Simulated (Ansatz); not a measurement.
# BaPb4: the cost of one run

Program: Ansatz 0.2.0. Level of theory: DFT PBE, scalar-relativistic, plane waves, PAW. These are calculated values, not measurements.

1 further run of the same task is left out (it didn't finish).

### Step 1. The system as given

Symmetry: P6/mmm, No. 191, hexagonal system. The conventional cell has a = 5.887 Å, b = 5.887 Å, c = 9.343 Å, α = 90.00°, β = 90.00°, γ = 120.00°. Ba (site symmetry 6/mmm) is surrounded by 12 Pb at 4.07 Å. Around Pb (site symmetry 3m) lie 3 Pb at 3.40 Å.

Structure file:

```cif
data_structure
_symmetry_space_group_name_H-M 'P 1'
_symmetry_Int_Tables_number 1
_cell_length_a 5.8871
_cell_length_b 5.8871
_cell_length_c 9.3434
_cell_angle_alpha 90.000
_cell_angle_beta 90.000
_cell_angle_gamma 120.000
_cell_volume 280.44
loop_
_atom_site_label
_atom_site_type_symbol
_atom_site_fract_x
_atom_site_fract_y
_atom_site_fract_z
_atom_site_occupancy
Ba1 Ba 0.00000 0.00000 0.00000 1
Pb1 Pb 0.33333 0.66667 0.24006 1
Pb2 Pb 0.66667 0.33333 0.24006 1
Pb3 Pb 0.66667 0.33333 0.75994 1
Pb4 Pb 0.33333 0.66667 0.75994 1
```

Recipe of the guess: random cell by space group and Wyckoff sites (P6/mmm, No. 191). Its size is a rough estimate.

### Step 2. A first look at the guess

Input file input.yaml:

```yaml
crystal:
  lattice:
    - [5.88711116, 0.0, 0.0]
    - [-2.94355558, 5.09838782, 0.0]
    - [0.0, 0.0, 9.34344325]
  atoms:
    - { symbol: Ba, position: [0.0, 0.0, 0.0] }
    - { symbol: Pb, position: [0.33333333, 0.66666667, 0.24005973] }
    - { symbol: Pb, position: [0.66666667, 0.33333333, 0.24005973] }
    - { symbol: Pb, position: [0.66666667, 0.33333333, 0.75994027] }
    - { symbol: Pb, position: [0.33333333, 0.66666667, 0.75994027] }
basis:
  ecutwfc: 420
kpoints:
  mp_grid: { grid: [3, 3, 2] }
hamiltonian:
  xc: pbe
scf:
  occupations: { method: gaussian, width: 0.1 }
  lower_state_search: "off"
output:
  forces: true
  stress: true
  eigenvalues: true
```

Started as:

```sh
$ ansatz run input.yaml --threads 1 --pin off --max-ram 2560MiB --backend cpu --events-out ev --progress --plain --runs-dir out
```

What time and memory should one allow on 1 thread of Intel Xeon 6975P-C (Granite Rapids), shared host?

About 2.9 s, with a peak of 0.53 GiB.
